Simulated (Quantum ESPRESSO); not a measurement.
# K2RbFe3 (P4/mmm) in Quantum ESPRESSO: reference runs

Reference runs on K2RbFe3: the cell as given.

Program: Quantum ESPRESSO 7.5. These are calculated values, not measurements. Logs are shortened: lines on timing, memory, paths and dates and some standing lists are left out, and cuts for length are marked.

## Step 1: The crystal as given

Symmetry: P4/mmm, No. 123, tetragonal system. The conventional cell has a = 4.294 Å, b = 4.294 Å, c = 8.852 Å, α = 90.00°, β = 90.00°, γ = 90.00°. K (site symmetry 4mm) has 5 Fe at 2.70 to 2.75 Å as nearest neighbours. Rb (site symmetry 4/mmm) is surrounded by 4 Fe at 3.04 Å. Around Fe (site symmetry mmm) lie 4 K at 2.75 Å and 4 Fe at 3.04 Å. Fe (site symmetry 4/mmm) has 2 K at 2.70 Å and 4 Rb at 3.04 Å as nearest neighbours.

The cell was built by a generator and needn't be a form met in nature.

## Step 2: Single point, PBE, collinear spin, ferromagnetic start

Input file pw.in:

```
&CONTROL
  calculation = 'scf'
  prefix = 'pwscf'
  outdir = './tmp'
  pseudo_dir = './pseudo'
  tprnfor = .true.
  tstress = .true.
  disk_io = 'nowf'
/
&SYSTEM
  ibrav = 0
  nat = 6
  ntyp = 3
  ecutwfc = 64
  ecutrho = 782
  nbnd = 52
  occupations = 'smearing'
  smearing = 'fd'
  degauss = 0.00367493
  nspin = 2
  starting_magnetization(1) = 0
  starting_magnetization(2) = 0
  starting_magnetization(3) = 0.1875
/
&ELECTRONS
  conv_thr = 1.2d-09
  electron_maxstep = 120
  mixing_beta = 0.3
/
ATOMIC_SPECIES
K     39.0983 K.pbe-spn-kjpaw_psl.1.0.0.UPF
Rb    85.4678 Rb_ONCV_PBE-1.0.oncvpsp.upf
Fe    55.8450 Fe.pbe-spn-kjpaw_psl.0.2.1.UPF
CELL_PARAMETERS angstrom
   4.2935707400    0.0000000000    0.0000000000
   0.0000000000    4.2935707400    0.0000000000
   0.0000000000    0.0000000000    8.8523478300
ATOMIC_POSITIONS crystal
K      0.5000000000    0.5000000000    0.1948581000
K      0.5000000000    0.5000000000    0.8051419000
Rb     0.0000000000    0.0000000000    0.5000000000
Fe     0.0000000000    0.5000000000    0.0000000000
Fe     0.5000000000    0.0000000000    0.0000000000
Fe     0.5000000000    0.5000000000    0.5000000000
K_POINTS automatic
6 6 3 0 0 0
```

Potentials or basis: SSSP 1.3 efficiency PBE.

Command:

```console
$ OMP_NUM_THREADS=1 pw.x -in pw.in > pw.out
```

pw.out:

```text
This program is part of the open-source Quantum ESPRESSO suite
     for quantum simulation of materials; please cite
         "P. Giannozzi et al., J. Phys.:Condens. Matter 21 395502 (2009);
         "P. Giannozzi et al., J. Phys.:Condens. Matter 29 465901 (2017);
         "P. Giannozzi et al., J. Chem. Phys. 152 154105 (2020);
     in publications or presentations arising from this work. More details at

     file K.pbe-spn-kjpaw_psl.1.0.0.UPF: wavefunction(s)  3S renormalized
     file Fe.pbe-spn-kjpaw_psl.0.2.1.UPF: wavefunction(s)  3D renormalized
     Message from routine setup:
     using ibrav=0 with symmetry is DISCOURAGED, use correct ibrav instead

     G-vector sticks info
     --------------------
     sticks:   dense  smooth     PW     G-vecs:    dense   smooth      PW
     Sum        4093    1353    385               406561    76245   11677

     Using Slab Decomposition

     bravais-lattice index     =            0
     lattice parameter (alat)  =       8.1137  a.u.
     unit-cell volume          =    1101.2662 (a.u.)^3
     number of atoms/cell      =            6
     number of atomic types    =            3
     number of electrons       =        75.00
     number of Kohn-Sham states=           52
     kinetic-energy cutoff     =      64.0000  Ry
     charge density cutoff     =     782.0000  Ry
     scf convergence threshold =      1.2E-09
     mixing beta               =       0.3000
     number of iterations used =            8  plain     mixing
     Exchange-correlation= SLA  PW   PBX  PBC
                           (   1   4   3   4   0   0   0)

     celldm(1)=   8.113673  celldm(2)=   0.000000  celldm(3)=   0.000000
     celldm(4)=   0.000000  celldm(5)=   0.000000  celldm(6)=   0.000000

     crystal axes: (cart. coord. in units of alat)
               a(1) = (   1.000000   0.000000   0.000000 )
               a(2) = (   0.000000   1.000000   0.000000 )
               a(3) = (   0.000000   0.000000   2.061768 )

     reciprocal axes: (cart. coord. in units 2 pi/alat)
               b(1) = (  1.000000  0.000000  0.000000 )
               b(2) = (  0.000000  1.000000  0.000000 )
               b(3) = (  0.000000  0.000000  0.485021 )

     PseudoPot. # 1 for K  read from file:
     K.pbe-spn-kjpaw_psl.1.0.0.UPF
     Pseudo is Projector augmented-wave + core cor, Zval =  9.0
     Generated using "atomic" code by A. Dal Corso  v.5.1
     Shape of augmentation charge: PSQ
     Using radial grid of 1165 points,  6 beta functions with:
                l(1) =   0
                l(2) =   0
                l(3) =   1
                l(4) =   1
                l(5) =   2
                l(6) =   2
     Q(r) pseudized with 0 coefficients

     PseudoPot. # 2 for Rb read from file:
     Rb_ONCV_PBE-1.0.oncvpsp.upf
     Pseudo is Norm-conserving, Zval =  9.0
     Generated using ONCVPSP code by D. R. Hamann
     Using radial grid of 2308 points,  6 beta functions with:
                l(1) =   0
                l(2) =   0
                l(3) =   1
                l(4) =   1
                l(5) =   2
                l(6) =   2

     PseudoPot. # 3 for Fe read from file:
     Fe.pbe-spn-kjpaw_psl.0.2.1.UPF
     Pseudo is Projector augmented-wave + core cor, Zval = 16.0
     Generated using "atomic" code by A. Dal Corso  v.5.0.99 svn rev. 10869
     Shape of augmentation charge: PSQ
     Using radial grid of 1191 points,  6 beta functions with:
                l(1) =   0
                l(2) =   0
                l(3) =   1
                l(4) =   1
                l(5) =   2
                l(6) =   2
     Q(r) pseudized with 0 coefficients

     atomic species   valence    mass     pseudopotential
     K                 9.00    39.09830     K ( 1.00)
     Rb                9.00    85.46780     Rb( 1.00)
     Fe               16.00    55.84500     Fe( 1.00)

     Starting magnetic structure
     atomic species   magnetization
     K               0.000
     Rb              0.000
     Fe              0.188

     16 Sym. Ops., with inversion, found

   Cartesian axes

     site n.     atom                  positions (alat units)
         1        K      tau(   1) = (   0.5000000   0.5000000   0.4017522  )
         2        K      tau(   2) = (   0.5000000   0.5000000   1.6600160  )
         3        Rb     tau(   3) = (   0.0000000   0.0000000   1.0308841  )
         4        Fe     tau(   4) = (   0.0000000   0.5000000   0.0000000  )
         5        Fe     tau(   5) = (   0.5000000   0.0000000   0.0000000  )
         6        Fe     tau(   6) = (   0.5000000   0.5000000   1.0308841  )

     number of k points=    20  Fermi-Dirac smearing, width (Ry)=  0.0037
                       cart. coord. in units 2pi/alat
        k(    1) = (   0.0000000   0.0000000   0.0000000), wk =   0.0092593
        k(    2) = (   0.0000000   0.0000000   0.1616735), wk =   0.0185185
        k(    3) = (   0.0000000   0.1666667   0.0000000), wk =   0.0370370
        k(    4) = (   0.0000000   0.1666667   0.1616735), wk =   0.0740741
        k(    5) = (   0.0000000   0.3333333   0.0000000), wk =   0.0370370
        k(    6) = (   0.0000000   0.3333333   0.1616735), wk =   0.0740741
[... 12 lines left out ...]
        k(   19) = (  -0.5000000  -0.5000000   0.0000000), wk =   0.0092593
        k(   20) = (  -0.5000000  -0.5000000   0.1616735), wk =   0.0185185

     Dense  grid:   406561 G-vectors     FFT dimensions: (  75,  75, 150)

     Smooth grid:    76245 G-vectors     FFT dimensions: (  45,  45,  90)

     Check: negative core charge=   -0.000009
     Generating pointlists ...
     new r_m :   0.2595 (alat units)  2.1056 (a.u.) for type    1
     new r_m :   0.2917 (alat units)  2.3666 (a.u.) for type    2
     new r_m :   0.2595 (alat units)  2.1056 (a.u.) for type    3

     Initial potential from superposition of free atoms

     starting charge      74.9363, renormalised to      75.0000
     Starting wfcs are   60 randomized atomic wfcs

     Self-consistent Calculation

     iteration #  1     ecut=    64.00 Ry     beta= 0.30
     Davidson diagonalization with overlap
     ethr =  1.00E-02,  avg # of iterations =  6.8

     total energy              =   -1259.53432130 Ry
     estimated scf accuracy    <       5.95991868 Ry

     total magnetization       =     6.07 Bohr mag/cell
     absolute magnetization    =     6.14 Bohr mag/cell
[... 303 lines left out ...]
     iteration # 28     ecut=    64.00 Ry     beta= 0.30
     Davidson diagonalization with overlap
     ethr =  7.83E-12,  avg # of iterations =  1.2

     negative rho (up, down):  0.000E+00 1.499E-04

     Magnetic moment per site  (integrated on atomic sphere of radius R)
     atom   1 (R=0.260)  charge=  7.6001  magn= -0.0010
     atom   2 (R=0.260)  charge=  7.6001  magn= -0.0010
     atom   3 (R=0.292)  charge=  7.4636  magn= -0.0089
     atom   4 (R=0.260)  charge= 14.6047  magn=  2.8131
     atom   5 (R=0.260)  charge= 14.6047  magn=  2.8131
     atom   6 (R=0.260)  charge= 14.7092  magn=  2.7353

     End of self-consistent calculation

 ------ SPIN UP ------------

          k = 0.0000 0.0000 0.0000 (  9535 PWs)   bands (ev):

   -81.1657 -81.1618 -80.6800 -47.3535 -47.3535 -47.1948 -47.1948 -47.1764
   -47.1713 -46.9629 -46.9629 -46.4269 -23.5904 -23.5473 -20.3890  -7.6243
    -7.1582  -7.1361  -7.1361  -7.1178  -7.1178  -4.5460  -4.5156  -4.5156
     2.9659   4.0220   4.3088   4.3409   4.4150   4.4150   4.5301   4.7032
     4.9336   4.9881   4.9881   5.0043   5.3245   5.5198   5.5723   5.5723
     6.0358   6.8948   9.6600   9.6802   9.6802  10.3504  10.4009  10.4400
    11.2757  12.0706  12.0706  12.8318
[... 163 lines left out ...]
   -81.1637 -81.1637 -80.6800 -47.3649 -47.3402 -47.2094 -47.1826 -47.1739
   -47.1738 -46.9631 -46.9630 -46.4269 -23.5748 -23.5432 -20.3640  -7.5196
    -7.2826  -7.2410  -7.1977  -7.1849  -7.1589  -4.7996  -4.7147  -4.4940
     4.3146   4.3784   4.3788   4.3870   4.6386   4.6477   4.7243   4.7694
     4.9346   5.1405   5.2194   5.3805   5.3962   5.4489   5.4724   5.9302
     6.2545   6.9748   8.5399   8.9020   9.1052   9.3584  10.1207  10.2213
    10.7322  11.0841  11.6586  12.0538

          k =-0.5000-0.5000 0.0000 (  9532 PWs)   bands (ev):

   -81.1638 -81.1638 -80.6800 -47.3668 -47.3383 -47.2115 -47.1806 -47.1739
   -47.1739 -46.9631 -46.9631 -46.4269 -23.5741 -23.5412 -20.3611  -7.5330
    -7.2807  -7.2807  -7.1794  -7.1794  -7.1653  -4.7753  -4.7753  -4.4871
     4.3156   4.3156   4.3191   4.3251   4.5934   4.6596   4.7854   4.7854
     4.8648   5.1874   5.2616   5.3719   5.3719   5.4728   5.4728   5.6346
     6.8259   7.9168   7.9168   8.6777   9.3600   9.3600  10.2584  10.2584
    10.8691  11.1205  11.5930  11.8301

          k =-0.5000-0.5000 0.1617 (  9552 PWs)   bands (ev):

   -81.1638 -81.1638 -80.6801 -47.3669 -47.3384 -47.2116 -47.1806 -47.1739
   -47.1739 -46.9631 -46.9631 -46.4270 -23.5728 -23.5425 -20.3611  -7.5071
    -7.2787  -7.2787  -7.1940  -7.1815  -7.1815  -4.7750  -4.7750  -4.4871
     4.2976   4.3085   4.3085   4.3098   4.5976   4.6595   4.7817   4.7817
     4.9018   5.1874   5.2618   5.3748   5.3748   5.4833   5.4833   5.8095
     6.8846   7.9168   7.9168   8.1376   9.3142   9.3142  10.1929  10.4900
    10.4900  11.5046  11.5046  11.6769

 ------ SPIN DOWN ----------

          k = 0.0000 0.0000 0.0000 (  9535 PWs)   bands (ev):

   -78.0416 -78.0373 -77.7177 -44.2413 -44.2413 -44.1618 -44.1558 -44.1474
   -44.1474 -43.9258 -43.9258 -43.7933 -23.5904 -23.5473 -20.3977  -7.5960
    -7.1482  -7.1482  -7.1439  -7.1221  -7.1221  -4.5872  -4.5164  -4.5164
     3.2638   4.9799   5.8631   6.0835   6.4000   6.6564   6.9067   7.0692
     7.0692   7.0812   7.4653   7.4653   7.6920   8.2271   8.2271   8.2348
     8.3307   8.3492   9.9851   9.9851  10.3066  10.4504  10.4800  10.5542
    11.8455  12.3248  12.3248  12.8390
[... 163 lines left out ...]
   -78.0394 -78.0394 -77.7177 -44.2553 -44.2232 -44.1648 -44.1587 -44.1587
   -44.1351 -43.9260 -43.9259 -43.7933 -23.5748 -23.5427 -20.3726  -7.5043
    -7.2905  -7.2496  -7.2014  -7.1820  -7.1599  -4.8010  -4.7165  -4.5318
     5.6110   5.6692   6.4722   6.5101   6.6091   6.6475   6.8106   6.9173
     7.0730   7.4837   7.5718   7.7044   7.7532   7.8826   8.1000   8.1392
     8.1563   8.4354   8.7136   9.3859   9.7924   9.8857  10.2697  10.4035
    10.8043  11.2935  11.8284  12.3629

          k =-0.5000-0.5000 0.0000 (  9532 PWs)   bands (ev):

   -78.0394 -78.0394 -77.7178 -44.2578 -44.2208 -44.1671 -44.1588 -44.1588
   -44.1328 -43.9260 -43.9260 -43.7933 -23.5739 -23.5407 -20.3696  -7.5141
    -7.2885  -7.2885  -7.1956  -7.1956  -7.1413  -4.7808  -4.7808  -4.5247
     5.6622   5.6622   6.2460   6.5528   6.6854   6.6854   6.7650   6.9155
     6.9155   7.6062   7.6644   7.8278   7.9005   7.9005   7.9901   8.1895
     8.1929   9.2672   9.2672   9.2734   9.4367   9.4367  10.2315  10.2315
    11.0868  11.4451  11.4756  12.1341

          k =-0.5000-0.5000 0.1617 (  9552 PWs)   bands (ev):

   -78.0394 -78.0394 -77.7178 -44.2579 -44.2208 -44.1672 -44.1588 -44.1588
   -44.1329 -43.9261 -43.9261 -43.7933 -23.5727 -23.5419 -20.3696  -7.4932
    -7.2862  -7.2862  -7.1980  -7.1980  -7.1645  -4.7805  -4.7805  -4.5247
     5.6509   5.6509   6.3807   6.4980   6.6425   6.6425   6.8682   6.9820
     6.9820   7.6549   7.6637   7.8070   7.9162   7.9162   8.0663   8.1894
     8.1938   8.6452   9.2088   9.2088   9.3481   9.3481  10.4024  10.5824
    10.5824  11.7319  11.7319  11.9985

     the Fermi energy is     7.2202 ev

!    total energy              =   -1261.90922213 Ry
     estimated scf accuracy    <          3.5E-10 Ry
     smearing contrib. (-TS)   =      -0.00441156 Ry
     internal energy E=F+TS    =   -1261.90481058 Ry

     The total energy is F=E-TS. E is the sum of the following terms:
     one-electron contribution =    -725.49504069 Ry
     hartree contribution      =     384.64930704 Ry
     xc contribution           =    -134.66434664 Ry
     ewald contribution        =    -447.15393241 Ry
     one-center paw contrib.   =    -339.24079787 Ry

     total magnetization       =     8.16 Bohr mag/cell
     absolute magnetization    =     9.27 Bohr mag/cell

     convergence has been achieved in  28 iterations

     negative rho (up, down):  0.000E+00 1.499E-04

     Forces acting on atoms (cartesian axes, Ry/au):

     atom    1 type  1   force =     0.00000000    0.00000000    0.06094234
     atom    2 type  1   force =     0.00000000    0.00000000   -0.06094234
     atom    3 type  2   force =     0.00000000    0.00000000    0.00000000
     atom    4 type  3   force =     0.00000000    0.00000000    0.00000000
     atom    5 type  3   force =     0.00000000    0.00000000    0.00000000
     atom    6 type  3   force =     0.00000000    0.00000000    0.00000000

     Total force =     0.086185     Total SCF correction =     0.000026

     Computing stress (Cartesian axis) and pressure

     negative rho (up, down):  0.000E+00 1.499E-04
          total   stress  (Ry/bohr**3)                   (kbar)     P=       64.74
   0.00021532   0.00000000   0.00000000           31.67        0.00        0.00
   0.00000000   0.00021532   0.00000000            0.00       31.67        0.00
   0.00000000   0.00000000   0.00088968            0.00        0.00      130.88

=------------------------------------------------------------------------------=
   JOB DONE.
=------------------------------------------------------------------------------=
```

Wall time 18 min (1 thread of Intel Xeon Platinum 8488C (Sapphire Rapids), shared host); peak memory 1.7 GiB.

What came out:

- Free energy: -17169.1496 eV
- Pressure: 6.5 GPa
- Largest force: 1.567 eV/Å
- Band gap on the k mesh: none (metal or under the smearing width)
- Net moment: 8.16 μB per cell
- Absolute moment: 9.27 μB per cell
- Site moments: K -0.00; Rb -0.01; Fe +2.81, +2.74 μB
- Valence electrons inside the program's atomic spheres: K 7.60; Rb 7.46; Fe 14.60, 14.71

Forces on the atoms (eV/Å):
```
K    0.000  0.000  1.567
K    0.000  0.000 -1.567
Rb   0.000  0.000  0.000
Fe   0.000  0.000  0.000
Fe   0.000  0.000  0.000
Fe   0.000  0.000  0.000
```

Stress tensor (GPa, compression positive):
```
 3.17  0.00  0.00
 0.00  3.17  0.00
 0.00  0.00 13.09
```

Levels at points of the mesh, in eV from the Fermi level:
Spin up:
```csv
k point,band 39,band 40,band 41,band 42,band 43,band 44
"(0.00, 0.00, 0.00)",-1.65,-1.65,-1.18,-0.33,2.44,2.46
"(0.00, -0.50, 0.00)",-1.73,-1.63,-1.61,-0.26,-0.06,0.85
"(-0.50, -0.50, 0.00)",-1.75,-1.59,-0.39,0.70,0.70,1.46
```
Spin down:
| k point | band 31 | band 32 | band 33 | band 34 | band 35 | band 36 |
| --- | --- | --- | --- | --- | --- | --- |
| (0.00, 0.00, 0.00) | -0.31 | -0.15 | -0.15 | -0.14 | 0.25 | 0.25 |
| (0.00, -0.50, 0.00) | -0.32 | -0.06 | -0.01 | 0.04 | 0.12 | 0.27 |
| (-0.50, -0.50, 0.00) | -0.46 | -0.30 | -0.30 | 0.39 | 0.44 | 0.61 |

Caveat: forces of over 1 eV/Å show positions far from the minimum, so gaps and moduli don't describe the material at rest.
